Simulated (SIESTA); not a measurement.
Crystal: LaTi2O6.

```
CELL_PARAMETERS angstrom
-2.74688 2.74688 3.88599
2.74688 -2.74688 3.88599
2.74688 2.74688 -3.88599
ATOMIC_POSITIONS crystal
La 0.00000 0.00000 0.00000
Ti 0.75000 0.25000 0.50000
Ti 0.25000 0.75000 0.50000
O 0.00000 0.50000 0.50000
O 0.50000 0.00000 0.50000
O 0.98750 0.51873 0.00000
O 0.01250 0.01250 0.53123
O 0.48127 0.48127 0.46877
O 0.51873 0.98750 0.00000
```

The cell comes from a database or a generator and needn't be the stable form of this composition.

| Quantity | Value |
| --- | --- |
| Program | SIESTA 5.4.2 |
| Task | single point |
| Functional | PBEsol |
| Potentials or basis | PseudoDojo 0.4 standard (PBEsol files) |
| Basis | DZP (energy shift 0.003 Ry; two zetas on semicore shells) |
| Grid cutoff | 800 Ry |
| Energy shift | 0.003 Ry |
| k mesh | 7 × 7 × 7 |
| Occupations | fermi-dirac, width 0.05 eV |
| Spin | no spin polarisation |

On this cell: pressure -2.3 GPa; largest force 0.027 eV/Å; band gap on the k mesh none (metal or under the smearing width).

The same run follows on a disturbed copy (atoms moved at random, drawn with an rms of 0.05 Å):

```
CELL_PARAMETERS angstrom
-2.74688 2.74688 3.88599
2.74688 -2.74688 3.88599
2.74688 2.74688 -3.88599
ATOMIC_POSITIONS crystal
La 0.99379 0.00276 0.00093
Ti 0.75796 0.24685 0.49666
Ti 0.25338 0.75655 0.51273
O 0.99755 0.51063 0.50666
O 0.49878 0.99406 0.49446
O 0.97887 0.51238 0.99227
O 0.01092 0.02735 0.53384
O 0.48621 0.48909 0.47018
O 0.51622 0.97573 0.99821
```

Q: What does the disturbed cell give?

A: The energy (extrapolated to zero smearing) moves by +13.8 meV/atom; pressure -1.9 GPa; largest force 1.292 eV/Å; band gap on the k mesh none (metal or under the smearing width).

Forces in eV/Å, atoms in the order of the input:
```
La  -0.218  0.147  0.131
Ti   0.960 -0.314 -0.448
Ti  -0.650 -0.151  0.306
O   -0.190 -0.176  0.175
O    0.277 -0.151 -0.130
O    0.483  0.370 -0.054
O   -0.934  0.893  0.023
O    0.160 -0.316 -0.294
O    0.115 -0.303  0.290
```

Stress tensor (GPa, compression positive):
```
-1.20 -0.31 -1.57
-0.31 -2.47  0.19
-1.57  0.19 -1.98
```

Caveats: the basis of atomic orbitals isn't converged, which shifts pressures, moduli and gaps; an odd number of electrons without spin polarisation forces a metal; a magnetic or distorted state may lie lower; semilocal functionals often make such compounds metallic where correlation or magnetic order opens a gap, which also shifts bond lengths.
